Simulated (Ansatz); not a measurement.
# Br− with NH₃: superposition error and deformation, part 2 of 2

Ansatz 0.2.0, Gaussian basis.

## Step 11: B3LYP-D4/def2-TZVPPD

File free-b/in.yaml:

```yaml
crystal:
  periodic: [false, false, false]
  atoms:
    - {symbol: N, position_ang: [-0.134832, 0.130805, 0.833505]}
    - {symbol: H, position_ang: [-0.281991, -0.854742, 1.013620]}
    - {symbol: H, position_ang: [-0.291848, 0.278637, -0.155765]}
    - {symbol: H, position_ang: [0.843500, 0.322615, 1.010920]}
basis:
  gaussian: {orbitals: "def2-TZVPPD.json"}
hamiltonian: {xc: {name: B3LYP}, dispersion: d4}
```

Launch:

```
ansatz run in.yaml --threads 2 --pin off --events-out ev --progress --plain --max-ram 5222MiB
```

Standard output:

```text
Functional definition: B3LYP
  name "B3LYP"
  cite "Stephens, Devlin, Chabalowski & Frisch, J. Phys. Chem. 98, 11623 (1994) doi:10.1021/j100096a001"
  cite "Becke, Phys. Rev. A 38, 3098 (1988) doi:10.1103/PhysRevA.38.3098"
  cite "Lee, Yang & Parr, Phys. Rev. B 37, 785 (1988) doi:10.1103/PhysRevB.37.785"
  cite "Vosko, Wilk & Nusair, Can. J. Phys. 58, 1200 (1980) doi:10.1139/p80-159"
  parameter a0 = 0.2
  parameter ax = 0.72
  parameter ac = 0.81
  exchange = (1 - a0 - ax)*slater_x + ax*b88_x + a0*exact_x
  correlation = (1 - ac)*vwn_rpa_c + ac*lyp_c
356 factors; their error is unknown
mean field evaluation 1: about -1533.4434 eV, gradient 5.9e1 eV
mean field evaluation 2: about -1522.6479 eV, gradient 8.7e1 eV
mean field evaluation 4: about -1539.9000 eV, gradient 5.4e-1 eV
mean field evaluation 8: about -1539.9001 eV, gradient 2.6e-1 eV
mean field -1539.90013221 eV, -56.5902860768 hartree, gradient 1.2e-5 eV, S^2 0.000000; 0 other end points of the search recorded, 0 dependent functions left out
reference -1539.90029814 eV, -56.5902921749 hartree; 5, 5 occupied and 83, 83 virtual orbitals, 356 factors
Total energy: -1539.91835910 eV, -56.5909559029 hartree
```

Wall time 0.4 s (2 threads of Arm Neoverse V1, shared host).

## Step 12: wB97X-V/def2-TZVPPD

Changes to free-b/in.yaml since step 11:

```diff
@@ -9,2 +9,2 @@
   gaussian: {orbitals: "def2-TZVPPD.json"}
-hamiltonian: {xc: {name: B3LYP}, dispersion: d4}
+hamiltonian: {xc: {name: wB97X-V}}
```

Launch:

```
ansatz run in.yaml --threads 2 --pin off --events-out ev --progress --plain --max-ram 5222MiB
```

Standard output (excerpt; [...] marks lines left out):

```text
[... 5 set-up lines as earlier in the session ...]
[...]
      + integral(e_c_pw_opposite_spin*poly(b97_u_opposite, cos0, cos1)) + vv10(b, c)
356 factors; their error is unknown
117 factors; integrals over basis functions are off by at most 6.9e-6 eV
[...]
mean field -1539.18336722 eV, -56.5639454492 hartree, gradient 2.7e-5 eV, S^2 0.000000; 0 other end points of the search recorded, 0 dependent functions left out
reference -1539.18336589 eV, -56.5639454005 hartree; 5, 5 occupied and 83, 83 virtual orbitals, 356 factors
Total energy: -1539.18336589 eV, -56.5639454005 hartree
```

Wall time 1.1 s (2 threads of Arm Neoverse V1, shared host).

## Step 13: wB97M-V/def2-TZVPPD

Changes to free-b/in.yaml since step 12:

```diff
@@ -9,2 +9,2 @@
   gaussian: {orbitals: "def2-TZVPPD.json"}
-hamiltonian: {xc: {name: wB97X-V}}
+hamiltonian: {xc: {name: wB97M-V}}
```

Launch:

```
ansatz run in.yaml --threads 2 --pin off --events-out ev --progress --plain --max-ram 5222MiB
```

Standard output (excerpt; [...] marks lines left out):

```text
[... 5 set-up lines as earlier in the session ...]
  # Of w^i u^j: cxij and so on, Table III.
[...]
  gx(w, u) = 1 - cx + cx01*u + cx10*w
  gss(w, u) = css00 + css04*u^4 + css10*w + css20*w^2 + css43*w^4*u^3
  gos(w, u) = cos00 + cos10*w + (cos20 + cos21*u)*w^2 + (cos60 + cos61*u)*w^6
[...]
      + integral(e_c_pw_mod_opposite_spin*gos(b97_w_opposite, b97_u_opposite)) + vv10(b, c)
356 factors; their error is unknown
117 factors; integrals over basis functions are off by at most 6.9e-6 eV
[...]
mean field -1538.88754691 eV, -56.5530742535 hartree, gradient 3.0e-6 eV, S^2 0.000000; 0 other end points of the search recorded, 0 dependent functions left out
reference -1538.88758000 eV, -56.5530754695 hartree; 5, 5 occupied and 83, 83 virtual orbitals, 356 factors
Total energy: -1538.88758000 eV, -56.5530754695 hartree
```

Wall time 1.1 s (2 threads of Arm Neoverse V1, shared host).

## Step 14: B2PLYP/def2-TZVPPD

Changes to free-b/in.yaml since step 13:

```diff
@@ -9,2 +9,2 @@
   gaussian: {orbitals: "def2-TZVPPD.json"}
-hamiltonian: {xc: {name: wB97M-V}}
+hamiltonian: {xc: {name: B2PLYP}}
```

Launch:

```
ansatz run in.yaml --threads 2 --pin off --events-out ev --progress --plain --max-ram 5222MiB
```

Standard output (excerpt; [...] marks lines left out):

```text
[... 5 set-up lines as earlier in the session ...]
[...]
497 factors; integrals over basis functions are off by at most 1.0e-3 eV
[...]
mean field -1536.41569299 eV, -56.4622352974 hartree, gradient 1.6e-6 eV, S^2 0.000000; 0 other end points of the search recorded, 0 dependent functions left out
1 core orbitals not correlated: weight in the atoms' cores, before any rotation towards them, 1.000 or more for the frozen orbitals, at most 0.000 for the correlated occupied ones
reference -1536.41579658 eV, -56.4622391042 hartree; 4, 4 occupied and 83, 83 virtual orbitals, 497 factors
second order -7.69377066 eV of doubles, -0.00000000 eV of singles
Total energy: -1538.49311466 eV, -56.5385791356 hartree
```

It took 0.6 s on 2 threads of Arm Neoverse V1, shared host.

## Step 15: BLYP-D4/def2-TZVPPD

Changes to free-b/in.yaml since step 14:

```diff
@@ -9,2 +9,2 @@
   gaussian: {orbitals: "def2-TZVPPD.json"}
-hamiltonian: {xc: {name: B2PLYP}}
+hamiltonian: {xc: {name: BLYP}, dispersion: d4}
```

Launch:

```
ansatz run in.yaml --threads 2 --pin off --events-out ev --progress --plain --max-ram 5222MiB
```

Standard output (excerpt; [...] marks lines left out):

```text
Functional definition: BLYP
  name "BLYP"
[... 2 set-up lines as earlier in the session ...]
  parameter beta = 0.0042
  parameter a = 0.04918
  parameter b = 0.132
  parameter c = 0.2533
  parameter d = 0.349
  exchange = b88_x(beta = beta)
  correlation = lyp_c(a = a, b = b, c = c, d = d)
356 factors; their error is unknown
mean field evaluation 1: about -1530.1546 eV, gradient 7.0e1 eV
mean field evaluation 2: about -1497.4159 eV, gradient 1.2e2 eV
mean field evaluation 4: about -1539.1623 eV, gradient 2.2e0 eV
mean field evaluation 8: about -1539.1654 eV, gradient 2.8e-2 eV
mean field -1539.16536740 eV, -56.5632839682 hartree, gradient 1.9e-5 eV, S^2 0.000000; 0 other end points of the search recorded, 0 dependent functions left out
reference -1539.16559699 eV, -56.5632924053 hartree; 5, 5 occupied and 83, 83 virtual orbitals, 356 factors
Total energy: -1539.19304651 eV, -56.5643011567 hartree
```

Run time: 0.4 s. Hardware: 2 threads of Arm Neoverse V1, shared host.

## Step 16: revPBE-D4/def2-TZVPPD

Changes to free-b/in.yaml since step 15:

```diff
@@ -9,2 +9,2 @@
   gaussian: {orbitals: "def2-TZVPPD.json"}
-hamiltonian: {xc: {name: BLYP}, dispersion: d4}
+hamiltonian: {xc: {name: revPBE}, dispersion: d4}
```

Launch:

```
ansatz run in.yaml --threads 2 --pin off --events-out ev --progress --plain --max-ram 5222MiB
```

Standard output (excerpt; [...] marks lines left out):

```text
Functional definition: revPBE
  name "revPBE"
  cite "Zhang & Yang, Phys. Rev. Lett. 80, 890 (1998) doi:10.1103/PhysRevLett.80.890"
[... 1 set-up line as earlier in the session ...]
  parameter kappa = 1.245
[... 3 set-up lines as earlier in the session ...]
356 factors; their error is unknown
mean field evaluation 1: about -1531.4968 eV, gradient 6.5e1 eV
mean field evaluation 2: about -1504.6984 eV, gradient 1.1e2 eV
mean field evaluation 4: about -1539.3355 eV, gradient 1.9e0 eV
mean field evaluation 8: about -1539.3365 eV, gradient 2.7e-2 eV
mean field -1539.33652639 eV, -56.5695739449 hartree, gradient 6.4e-5 eV, S^2 0.000000; 0 other end points of the search recorded, 0 dependent functions left out
reference -1539.33656030 eV, -56.5695751913 hartree; 5, 5 occupied and 83, 83 virtual orbitals, 356 factors
Total energy: -1539.39099410 eV, -56.5715755965 hartree
```

Wall time 0.3 s (2 threads of Arm Neoverse V1, shared host).

## Step 17: B97M-V/def2-TZVPPD

Changes to free-b/in.yaml since step 16:

```diff
@@ -9,2 +9,2 @@
   gaussian: {orbitals: "def2-TZVPPD.json"}
-hamiltonian: {xc: {name: revPBE}, dispersion: d4}
+hamiltonian: {xc: {name: B97M-V}}
```

Launch:

```
ansatz run in.yaml --threads 2 --pin off --events-out ev --progress --plain --max-ram 5222MiB
```

Standard output (excerpt; [...] marks lines left out):

```text
[... 5 set-up lines as earlier in the session ...]
  # Of w^i u^j: cxij and so on, Table III.
[...]
  gx(w, u) = cx00 + cx01*u + cx02*u^2 + (cx10 + cx11*u)*w
  gss(w, u) = css00 + css02*u^2 + css10*w + (css32*w^3 + css42*w^4)*u^2
  gos(w, u) = cos00 + cos01*u + cos03*u^3 + cos10*w + cos32*w^3*u^2
[...]
      + integral(e_c_pw_mod_opposite_spin*gos(b97_w_opposite, b97_u_opposite)) + vv10(b, c)
356 factors; their error is unknown
[...]
mean field -1539.43525615 eV, -56.5732021969 hartree, gradient 5.4e-5 eV, S^2 0.000000; 0 other end points of the search recorded, 0 dependent functions left out
reference -1539.43529595 eV, -56.5732036595 hartree; 5, 5 occupied and 83, 83 virtual orbitals, 356 factors
Total energy: -1539.43529595 eV, -56.5732036595 hartree
```

It took 1.1 s on 2 threads of Arm Neoverse V1, shared host.

## Step 18: HSE06-D4/def2-TZVPPD

Changes to free-b/in.yaml since step 17:

```diff
@@ -9,2 +9,2 @@
   gaussian: {orbitals: "def2-TZVPPD.json"}
-hamiltonian: {xc: {name: B97M-V}}
+hamiltonian: {xc: hse06, dispersion: d4}
```

Launch:

```
ansatz run in.yaml --threads 2 --pin off --events-out ev --progress --plain --max-ram 5222MiB
```

Standard output (excerpt; [...] marks lines left out):

```text
Functional definition: HSE06
  name "HSE06"
  cite "Heyd, Scuseria & Ernzerhof, J. Chem. Phys. 118, 8207 (2003) doi:10.1063/1.1564060"
  cite "Krukau, Vydrov, Izmaylov & Scuseria, J. Chem. Phys. 125, 224106 (2006) doi:10.1063/1.2404663"
  cite "Heyd & Scuseria, J. Chem. Phys. 120, 7274 (2004) doi:10.1063/1.1668634"
  cite "Ernzerhof & Perdew, J. Chem. Phys. 109, 3313 (1998) doi:10.1063/1.476928"
[... 2 set-up lines as earlier in the session ...]
[...]
  # The whole range is PBE's own exchange, as in plane waves. The composition of these papers is wPBEh.
[...]
356 factors; their error is unknown
44 factors; integrals over basis functions are off by at most 2.7e-6 eV
[...]
mean field -1537.82551767 eV, -56.5140453988 hartree, gradient 3.0e-5 eV, S^2 0.000000; 0 other end points of the search recorded, 0 dependent functions left out
reference -1537.82554412 eV, -56.5140463708 hartree; 5, 5 occupied and 83, 83 virtual orbitals, 356 factors
Total energy: -1537.83374610 eV, -56.5143477880 hartree
```

Wall time 0.4 s (2 threads of Arm Neoverse V1, shared host).

## Step 19: CCSD(T)/def2-TZVPPD

Changes to free-b/in.yaml since step 18:

```diff
@@ -9,2 +9,2 @@
   gaussian: {orbitals: "def2-TZVPPD.json"}
-hamiltonian: {xc: hse06, dispersion: d4}
+correlation: {method: ccsd_t}
```

Launch:

```
ansatz run in.yaml --threads 2 --pin off --events-out ev --progress --plain --max-ram 5222MiB
```

Standard output (excerpt; [...] marks lines left out):

```text
[... 4 set-up lines as earlier in the session ...]
[...]
497 factors; integrals over basis functions are off by at most 1.0e-3 eV
[...]
mean field -1529.87706862 eV, -56.2219452839 hartree, gradient 5.0e-7 eV, S^2 0.000000; 0 other end points of the search recorded, 0 dependent functions left out
1 core orbitals not correlated: weight in the atoms' cores, before any rotation towards them, 1.000 or more for the frozen orbitals, at most 0.000 for the correlated occupied ones
reference -1529.87706862 eV, -56.2219452839 hartree; 4, 4 occupied and 83, 83 virtual orbitals, 497 factors
second order -6.43527867 eV of doubles, -0.00000000 eV of singles
cycle   1  -6.61129471 eV  change   -1.8e-1 eV  update   4.2e-2
[...]
cycle   9  -6.76759072 eV  change    3.1e-6 eV  update   5.7e-6
perturbative correction -0.21609359 eV, -0.0079412931 hartree
Total energy: -1536.86075294 eV, -56.4785909487 hartree
```

Run time: 0.65 s. Hardware: 2 threads of Arm Neoverse V1, shared host.

## Step 20: The split

```
      method  interaction with counterpoise (kJ/mol)  without  superposition error  deformation  binding energy
      PBE-D4                                  -34.93   -35.52                 0.60         0.23          -34.70
   revPBE-D4                                  -32.06   -32.66                 0.60        -0.04          -32.09
     BLYP-D4                                  -31.78   -32.40                 0.63         0.44          -31.34
   r2SCAN-D4                                  -33.07   -33.57                 0.49         0.71          -32.36
      B97M-V                                  -31.31   -32.03                 0.71         0.63          -30.68
     PBE0-D4                                  -33.82   -34.31                 0.49         1.13          -32.69
    B3LYP-D4                                  -32.23   -32.76                 0.53         1.25          -30.98
    HSE06-D4                                  -33.89   -34.38                 0.49         1.09          -32.80
     wB97X-V                                  -31.95   -32.45                 0.50         1.30          -30.65
     wB97M-V                                  -31.92   -32.41                 0.48         1.27          -30.65
      B2PLYP                                  -28.94   -30.44                 1.51         1.27          -27.66
Hartree-Fock                                  -21.09   -21.44                 0.35         2.96          -18.13
         MP2                                  -30.43   -34.23                 3.80         1.08          -29.35
        CCSD                                  -28.27   -31.74                 3.47         1.03          -27.24
     CCSD(T)                                  -29.62   -33.57                 3.95         0.74          -28.88
```

## Step 21: Results

The summary covers parts 1 to 2.

| quantity | value |
| --- | --- |
| interaction, CCSD(T) | -29.62 kJ/mol |
| superposition error | 3.95 kJ/mol |
| deformation | 0.74 kJ/mol |
| binding energy | -28.88 kJ/mol |

In this basis the superposition error is 3.95 kJ/mol for CCSD(T) and 0.56 kJ/mol on average for the plain functionals: correlated methods borrow far more, since they need many more functions to converge. Deformation takes back 2 % of the interaction. The free shapes are PBE0-D4 minima, so other methods can show a small negative deformation energy.
